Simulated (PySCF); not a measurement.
**The bond of CsCl+, level by level**

One table from this session's results is given with a row withheld; the runs are named, their logs left out.

The runs use PySCF 2.14.0; Cs def2-SVP with ECP46, Cl def2-SVP, scalar-relativistic core potentials.

Set-up of the first run:

The job is set up so:

- atoms: Cs, Cl
- charge: 1
- basis: Cs def2-SVP with ECP46, Cl def2-SVP
- Hamiltonian: scalar-relativistic core potentials
- basis functions: 42
- electrons treated: 25
- masses in u: 132.9054, 34.9689
- levels: PBE0, PBE, r²SCAN, r²SCAN0, BHandHLYP, revPBE, CAM-B3LYP, HF, MP2, SCS-MP2, CCSD, CCSD(T)
- grid: 80 radial by 434 angular points
- occupations: held fixed by the projection of orbital angular momentum
- dissociation limit: Cs+ + Cl, each in its ground configuration
- starting distance in angstrom: 3.275
- values of 2S to try: 1, 3

Launch:

```
$ OMP_NUM_THREADS=1 python dia.py task.json out
```

Steps of the session up to this table: The job; PBE0 along the bond; Excited determinants; PBE (GGA); r²SCAN (meta-GGA); r²SCAN0; BHandHLYP (global hybrid GGA); revPBE (GGA); CAM-B3LYP (range-separated hybrid); UHF; Correlated methods on the Hartree–Fock reference.

One of the session's tables, all rows but one given; the rest of the session is left out.

It belongs to the step «The curves together». Energy (eV) from each level's lowest point:

| R (Å) | UHF | UHF-MP2 | UHF-SCS-MP2 | UHF-CCSD | UHF-CCSD(T) |
| --- | --- | --- | --- | --- | --- |
| 3.134 | 0.237 | 0.183 | 0.191 | n/a | n/a |
| 3.280 | 0.115 | 0.078 | 0.083 | 0.079 | 0.077 |
| 3.425 | ? | ? | ? | ? | ? |
| 3.535 | 0.020 | 0.006 | 0.007 | 0.006 | 0.006 |
| 3.644 | 0.005 | 0.000 | 0.000 | 0.000 | 0.000 |
| 3.753 | 0.000 | 0.002 | 0.001 | 0.002 | 0.003 |
| 3.899 | 0.002 | 0.013 | 0.011 | 0.013 | 0.014 |
| 4.081 | 0.014 | 0.033 | 0.030 | 0.033 | 0.035 |
| 4.300 | 0.033 | 0.059 | 0.055 | 0.059 | 0.062 |
| 4.591 | 0.059 | 0.091 | 0.086 | n/a | n/a |

Estimate the missing values for R (Å) = 3.425.

Worked estimate for «UHF». A straight line through the neighbours (3.280, 0.115) and (3.535, 0.020) gives 0.115 + (0.020 − 0.115) × (3.425 − 3.280) / (3.535 − 3.280) = 0.061; a parabola fitted to 4 rows on both sides gives 0.045.

As computed: UHF: 0.047; UHF-MP2: 0.024; UHF-SCS-MP2: 0.027; UHF-CCSD: 0.025; UHF-CCSD(T): 0.023. In «UHF» the line misses by +0.014 and the parabola by -0.002.

State 2 has its PBE0 minimum 0.20 eV higher. The other levels ran on the lowest alone.

To keep in mind: The bond is weak, and basis-set superposition, which was not computed, may be a sizeable part of it.
